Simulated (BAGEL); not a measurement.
# ROHF/6-31G(d) (density fitting with qzvpp-jkfit, spherical functions) run of GePH3F (SMILES [F][GeH2][PH])

Aim: the vertical doublet–quartet gap of GePH3F at ROHF/6-31G* (density fitting with qzvpp-jkfit, spherical functions), from 2 runs. 

The calculation is run with BAGEL 1.2.2.

2 further runs of the same task are left out: 2 set aside as unsound or not needed.

## (1) The structure to begin with

GePH3F has 6 atoms, charge 0, and is taken as a doublet. As SMILES, `[F][GeH2][PH]`. Geometry: a GFN2-xTB relaxation, a rough one for these elements and not checked as a minimum. This is one conformer, not always the lowest.

Bond lengths: F1–Ge2 1.759 Å, Ge2–P3 2.284 Å, Ge2–H4 1.518 Å, Ge2–H5 1.518 Å, P3–H6 1.396 Å. Angles: F1–Ge2–P3 106.6°, F1–Ge2–H4 99.7°, F1–Ge2–H5 99.7°, P3–Ge2–H4 119.4°, P3–Ge2–H5 119.5°, Ge2–P3–H6 91.0°, H4–Ge2–H5 108.0°.

## (2) A single-point energy at ROHF/6-31G(d) (density fitting with qzvpp-jkfit, spherical functions)

The input, input.json:

```json
{ "bagel": [

{
  "title": "molecule",
  "basis": "6-31gs.json",
  "df_basis": "qzvpp-jkfit",
  "angstrom": "true",
  "geometry": [
    { "atom": "F", "xyz": [      -1.973760,       0.463190,       0.074920 ] },
    { "atom": "Ge", "xyz": [      -0.310710,       0.047790,      -0.319560 ] },
    { "atom": "P", "xyz": [       0.826510,      -0.039430,       1.659720 ] },
    { "atom": "H", "xyz": [      -0.545020,      -1.231340,      -1.101890 ] },
    { "atom": "H", "xyz": [       0.000010,       1.154280,      -1.310490 ] },
    { "atom": "H", "xyz": [       2.002970,      -0.394490,       0.997300 ] }
  ]
},

{ "title": "rohf", "nopen": 1 },

{ "title": "print", "file": "orbitals.molden", "orbitals": "true" }

]}
```

The basis set 6-31G* is read from a file made from the Basis Set Exchange's data (not shown).

On the command line:

```bash
BAGEL_NUM_THREADS=1 BAGEL input.json > input.out
```

The log of the run:

```text
* using 1 threads per process

  ===============================================================
  ===============================================================

  *** Geometry ***

  { "atom" : "F", "xyz" : [     -3.729866,      0.875302,      0.141578 ] },
  { "atom" : "Ge", "xyz" : [     -0.587157,      0.090310,     -0.603881 ] },
  { "atom" : "P", "xyz" : [      1.561878,     -0.074512,      3.136416 ] },
  { "atom" : "H", "xyz" : [     -1.029939,     -2.326895,     -2.082270 ] },
  { "atom" : "H", "xyz" : [      0.000019,      2.181273,     -2.476467 ] },
  { "atom" : "H", "xyz" : [      3.785065,     -0.745478,      1.884624 ] },

  Number of auxiliary basis functions:      525

  Since a DF basis is specified, we compute 2- and 3-index integrals:
    o Being stored without compression. Storage requirement is 0.021 GB

  Number of basis functions:       70
  Number of electrons      :       59

    * METHOD: MOLECULE                             0.24

  *** Open-shell HF ***

  === Nuclear Repulsion ===
   264.3156448803

      * DIIS with orbital gradients will be used.

  === ROHF iteration (6-31gs.json) ===
      0      -2516.82608018          0.03616956           0.13
      1      -2516.91965955          0.02520603           0.13
      2      -2516.95549525          0.01636452           0.13
      3      -2516.98070957          0.00094741           0.13
      4      -2516.98093342          0.00037384           0.13
      5      -2516.98095703          0.00007584           0.13
      6      -2516.98095968          0.00001752           0.13
      7      -2516.98096016          0.00000404           0.13
      8      -2516.98096023          0.00000112           0.13
      9      -2516.98096023          0.00000060           0.13
     10      -2516.98096023          0.00000039           0.13
     11      -2516.98096023          0.00000025           0.13
     12      -2516.98096022          0.00000013           0.13
     13      -2516.98096022          0.00000007           0.13
     14      -2516.98096022          0.00000004           0.13
     15      -2516.98096022          0.00000002           0.13
     16      -2516.98096022          0.00000001           0.13
    * SCF iteration converged.

    * S^2 (ROHF) is 0.7500

    * Permanent dipole moment:
           (   -1.201448,     0.309485,     0.344243) a.u.

    * METHOD: ROHF                                 2.40

    * METHOD: PRINT                                0.01

  ===============================================================
```

Wall time 2.8 s (1 thread of Arm Neoverse V2, shared host); peak memory 0.11 GiB.

## (3) The quartet at the same level

The input, input.json:

```json
{ "bagel": [

{
  "title": "molecule",
  "basis": "6-31gs.json",
  "df_basis": "qzvpp-jkfit",
  "angstrom": true,
  "geometry": [
    { "atom": "F", "xyz": [   -1.973760,    0.463190,    0.074920 ] },
    { "atom": "Ge", "xyz": [   -0.310710,    0.047790,   -0.319560 ] },
    { "atom": "P", "xyz": [    0.826510,   -0.039430,    1.659720 ] },
    { "atom": "H", "xyz": [   -0.545020,   -1.231340,   -1.101890 ] },
    { "atom": "H", "xyz": [    0.000010,    1.154280,   -1.310490 ] },
    { "atom": "H", "xyz": [    2.002970,   -0.394490,    0.997300 ] }
  ]
},
{ "title": "rohf", "nopen": 3 },
{ "title": "print", "file": "orbitals.molden", "orbitals": true }

]}
```

The basis set 6-31G* is read from a file made from the Basis Set Exchange's data (not shown).

On the command line:

```bash
BAGEL_NUM_THREADS=1 BAGEL input.json > input.out
```

The log of the run:

```text
* using 1 threads per process

  ===============================================================
  ===============================================================

  *** Geometry ***

  { "atom" : "F", "xyz" : [     -3.729866,      0.875302,      0.141578 ] },
  { "atom" : "Ge", "xyz" : [     -0.587157,      0.090310,     -0.603881 ] },
  { "atom" : "P", "xyz" : [      1.561878,     -0.074512,      3.136416 ] },
  { "atom" : "H", "xyz" : [     -1.029939,     -2.326895,     -2.082270 ] },
  { "atom" : "H", "xyz" : [      0.000019,      2.181273,     -2.476467 ] },
  { "atom" : "H", "xyz" : [      3.785065,     -0.745478,      1.884624 ] },

  Number of auxiliary basis functions:      525

  Since a DF basis is specified, we compute 2- and 3-index integrals:
    o Being stored without compression. Storage requirement is 0.021 GB

  Number of basis functions:       70
  Number of electrons      :       59

    * METHOD: MOLECULE                             0.24

  *** Open-shell HF ***

  === Nuclear Repulsion ===
   264.3156448803

      * DIIS with orbital gradients will be used.

  === ROHF iteration (6-31gs.json) ===
      0      -2516.51698362          0.03722478           0.13
      1      -2516.59977508          0.03468569           0.13
      2      -2516.67244391          0.02513759           0.13
      3      -2516.74588166          0.00243820           0.14
      4      -2516.75734821          0.00180336           0.13
      5      -2516.76417448          0.00144563           0.13
      6      -2516.77115646          0.00106547           0.13
      7      -2516.77590042          0.00073235           0.13
      8      -2516.77857534          0.00043000           0.13
      9      -2516.77916853          0.00030638           0.13
[... 26 lines of this table left out ...]
     36      -2516.77969720          0.00000002           0.13
     37      -2516.77969720          0.00000002           0.13
     38      -2516.77969720          0.00000001           0.13
     39      -2516.77969720          0.00000001           0.13
    * SCF iteration converged.

    * S^2 (ROHF) is 3.7500

    * Permanent dipole moment:
           (   -1.354229,     0.257663,    -0.599152) a.u.

    * METHOD: ROHF                                 5.43

    * METHOD: PRINT                                0.01

  ===============================================================
```

Wall time 6 s (1 thread of Arm Neoverse V2, shared host); peak memory 0.11 GiB.

## (4) Results

Level: ROHF/6-31G* (density fitting with qzvpp-jkfit, spherical functions).

| quantity | value |
| --- | --- |
| doublet: total energy | -2516.98096 Eh |
| doublet: dipole moment | 3.27 D |
| doublet: ⟨S²⟩ | 0.750 |
| quartet: total energy | -2516.77970 Eh |
| quartet: dipole moment | 3.82 D |
| quartet: ⟨S²⟩ | 3.750 |
| vertical energy of the quartet above the doublet | 5.477 eV |

At this shape the quartet lies 5.48 eV (528 kJ/mol) above the doublet.
